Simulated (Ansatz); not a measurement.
Geometry optimisation, DFT LDA, scalar-relativistic, plane waves, PAW in Ansatz 0.2.0.

Input file:

```yaml
crystal:
  lattice:
    - [-3.2494, -5.628126, 0.0]
    - [4.8741, -2.814063, 0.0]
    - [0.0, 0.0, 5.2038]
  atoms:
    - { symbol: Zn, position: [0.4957046, 0.3293384, -0.0048846] }
    - { symbol: Zn, position: [0.5047508, 0.6670296, 0.5002254] }
    - { symbol: O, position: [0.4959367, 0.3481012, 0.3893169] }
    - { symbol: O, position: [0.501756, 0.6744356, 0.8801621] }
    - { symbol: Zn, position: [0.2458278, 0.8288406, -0.0046073] }
    - { symbol: Zn, position: [0.2524948, 0.1620109, 0.4906553] }
    - { symbol: O, position: [0.2501986, 0.831375, 0.3826987] }
    - { symbol: O, position: [0.2451297, 0.1642952, 0.8887879] }
    - { symbol: Zn, position: [-0.0004438, 0.3326484, 0.008421] }
    - { symbol: Zn, position: [0.0021503, 0.6624831, 0.5047016] }
    - { symbol: O, position: [0.0091038, 0.3314309, 0.3950667] }
    - { symbol: "N", position: [0.0014317, 0.6610584, 0.8799909] }
    - { symbol: Zn, position: [0.7519593, 0.8333003, 0.0062621] }
    - { symbol: Zn, position: [0.7491689, 0.1658985, 0.4912513] }
    - { symbol: O, position: [0.7592837, 0.1595263, 0.8899062] }
total_charge: 1
basis:
  ecutwfc: 420.0
kpoints:
  mp_grid: { grid: [2, 2, 2] }
hamiltonian:
  xc: lda
  pseudopotentials: { kind: paw, azcp: { folder: soft_1 } }
scf:
  occupations: { method: gaussian, width: 0.02 }
  lower_state_search: "off"
relax:
  f_tol: 0.03
  max_steps: 60
  adjacent_minimum: "off"
```

Command:

```bash
$ ansatz run input.yaml --threads 1 --pin off --max-ram 3072MiB --backend cpu --events-out ev --progress --plain --runs-dir out
```

Task: Where does it end, and by what steps?

Result: The forces met the threshold. Limits of this set-up: coarse k mesh, PAW files made for another functional, charged cell in a uniform background, uncorrected. After 5 steps the energy has fallen by 1.501 eV; Zn13 moved furthest, 0.50 Å. Joined: Zn2–Zn10 (3.23 → 2.68 Å), Zn10–Zn14 (3.24 → 2.87 Å).

| step | energy less start (eV) | largest force component (eV/Å) | accepted |
| --- | --- | --- | --- |
| 0 | 0.0000 | 1.339 | yes |
| 1 | -0.7232 | 1.061 | yes |
| 2 | -1.3356 | 0.448 | yes |
| 3 | -1.4961 | 0.116 | yes |
| 4 | -1.4998 | 0.090 | yes |
| 5 | -1.5015 | 0.009 | yes |

```xyz
15
Lattice="-3.2494 -5.6281 0.0000 4.8741 -2.8141 0.0000 0.0000 0.0000 5.2038" Properties=species:S:1:pos:R:3
Zn 0.012 -3.715 0.046
Zn 1.603 -4.351 2.763
O -0.028 -3.748 2.006
O 1.646 -4.676 4.631
Zn 3.301 -3.684 0.001
Zn -0.092 -1.853 2.670
O 3.211 -3.794 1.953
O -0.010 -1.882 4.608
Zn 1.637 -0.973 -0.003
Zn 2.950 -2.036 2.730
O 1.528 -0.966 1.957
N 3.243 -1.853 4.574
Zn 1.606 -6.593 -0.464
Zn -1.272 -4.960 2.762
O -1.583 -4.670 4.619
```

The run took 47 s on 1 thread of Arm Neoverse V2, with other jobs on the host, peak memory 0.45 GiB.
